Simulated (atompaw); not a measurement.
**Ta: generating and testing a PAW (atompaw) potential**

Do these settings give a usable potential? It is generated, then checked for scattering, ghosts and hardness.

Program: atompaw 4.2.0.5. Reference atom: PBEsol, scalar-relativistic, spherical and spin-unpolarised. All values are calculated.

## (1) The atom and the settings

The settings as typed:

* element: tantalum (Ta, Z = 73)
* type: PAW
* frozen core: [Kr] 4d10 4f14
* valence charge: 13
* reference configuration: 5s2 5p6 5d3 6s2 6p0
* partial waves: 5s (bound): rc 1.35 bohr; 6s (bound): rc 2.40 bohr; 5p (bound): rc 1.70 bohr; 6p (bound, empty): rc 2.30 bohr; 5d (bound): rc 2.40 bohr; 5d channel at 0.2 Ry: rc 2.40 bohr
* local potential: bessel scheme, radius 2.00 bohr
* core correction: smooth core density matched at 2.00 bohr
* augmentation charge: gaussian compensation charge, radius 1.80 bohr; PAW radius 2.40 bohr; waves and projectors: custom rrkj gramschmidtortho

The nodes and maxima of the atom's own shells, from an earlier all-electron run, set the scale for the radii.

All-electron outer shells of the reference configuration (PBEsol, scalar-relativistic, ld1.x):

```
shell  level (eV)  outermost node (bohr)  outermost maximum (bohr)
   4d     -222.03                   0.22                      0.46
   5s      -73.03                   0.54                      0.98
   5p      -39.42                   0.58                      1.13
   4f      -24.73                      –                      0.44
   6s       -5.47                   1.32                      2.78
   5d       -3.62                   0.65                      1.58
   6p       -1.36                   1.59                      3.85
```

## (2) The generation run

Contents of Ta.input:

```
Ta 73
GGA-PBESOL scalarrelativistic loggrid 2001 logderivrange -7 5 301
6 6 5 4 0 0
6 1 0
5 2 3
0 0 0
c
c
c
c
v
v
c
c
c
v
v
c
c
v
c
2
2.40 1.80 2.00 2.00
n
n
y
0.2
n
custom rrkj gramschmidtortho gaussian
bessel
1.35
2.40
1.70
2.30
2.40
2.40
PWSCFOUT
UPFDX 0.0125d0 UPFXMIN -7.d0 UPFZMESH 73.d0
END
```

Run with:

```bash
$ atompaw < Ta.input > Ta.log
```

**Question.** What will these runs give? Wanted: cutoffs for 10 and 1 mRy, occupied levels; bound ghosts; largest phase difference near zero energy, channels read; lowest eigenvalue of the overlap; share of valence orbitals outside the PAW sphere; UPF file.

The runs gave:

| quantity | value |
| --- | --- |
| cutoffs for 10 and 1 mRy, occupied levels | 30 Ry and 50 Ry |
| bound ghosts | none found |
| largest phase difference near zero energy, channels read | 0.022 rad |
| lowest eigenvalue of the overlap (Bessel basis) | 0.050 (p) |
| share of valence orbitals outside the PAW sphere | 5s 0 %, 6s 77 %, 5p 2 %, 6p 95 %, 5d 35 % |
| UPF file | not written |

In words: By its cutoff, 30 Ry for the looser tolerance, it is soft. The program's ghost test flags no bound state. Near zero energy the phases of the channels with partial waves agree within 0.022 rad. Note that the frozen 4f shell (-25 eV) lies no deeper than the valence 5s shell (-73 eV). The pseudo core plus compensation charge is negative at some radii, so no UPF file was written.
